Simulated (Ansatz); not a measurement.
# BC: the cost of one run

Method: DFT PBE, scalar-relativistic, plane waves, PAW, in Ansatz 0.2.0.

## 1. Starting point

Symmetry: I4_122, No. 98, tetragonal system. Conventional cell: a = 5.764 Å, b = 5.764 Å, c = 3.401 Å, α = 90.00°, β = 90.00°, γ = 90.00°. B (site symmetry 2) has 1 B at 1.47 Å and 2 C at 1.51 Å as nearest neighbours. C (site symmetry 2) is surrounded by 2 B at 1.51 Å and 2 C at 1.51 Å.

As a file:

```cif
data_structure
_symmetry_space_group_name_H-M 'P 1'
_symmetry_Int_Tables_number 1
_cell_length_a 4.4163
_cell_length_b 4.4163
_cell_length_c 4.4163
_cell_angle_alpha 98.524
_cell_angle_beta 98.524
_cell_angle_gamma 134.712
_cell_volume 56.49
loop_
_atom_site_label
_atom_site_type_symbol
_atom_site_fract_x
_atom_site_fract_y
_atom_site_fract_z
_atom_site_occupancy
B1 B 0.78413 0.78413 0.00000 1
B2 B 0.53413 0.03413 0.50000 1
B3 B 0.21587 0.21587 0.00000 1
B4 B 0.96587 0.46587 0.50000 1
C1 C 0.64157 0.64157 0.28315 1
C2 C 0.35843 0.35843 0.71685 1
C3 C 0.39157 0.60843 0.50000 1
C4 C 0.10843 0.89157 0.50000 1
```

The cell is invented: 3-, 4-connected net, elements by coordination (I4_122, No. 98). Its size is a rough estimate.

## 2. A first look at the guess

input.yaml

```yaml
crystal:
  lattice:
    - [-2.88206925, 2.88206925, 1.70030085]
    - [2.88206925, -2.88206925, 1.70030085]
    - [2.88206925, 2.88206925, -1.70030085]
  atoms:
    - { symbol: B, position: [0.78413379, 0.78413379, 0.0] }
    - { symbol: B, position: [0.53413379, 0.03413379, 0.5] }
    - { symbol: B, position: [0.21586621, 0.21586621, 0.0] }
    - { symbol: B, position: [0.96586621, 0.46586621, 0.5] }
    - { symbol: C, position: [0.64157299, 0.64157299, 0.28314599] }
    - { symbol: C, position: [0.35842701, 0.35842701, 0.71685401] }
    - { symbol: C, position: [0.39157299, 0.60842701, 0.5] }
    - { symbol: C, position: [0.10842701, 0.89157299, 0.5] }
basis:
  ecutwfc: 420
kpoints:
  mp_grid: { grid: [6, 6, 6] }
hamiltonian:
  xc: pbe
scf:
  occupations: { method: gaussian, width: 0.1 }
  lower_state_search: "off"
output:
  forces: true
  stress: true
  eigenvalues: true
```

Launch:

```console
$ ansatz run input.yaml --threads 1 --pin off --max-ram 2560MiB --backend cpu --events-out ev --progress --plain --runs-dir out
```

**Question.** How long does this run take on 1 thread of Arm Neoverse V2, shared host, and how much memory does it need?

About 3.2 s, with a peak of 0.32 GiB.
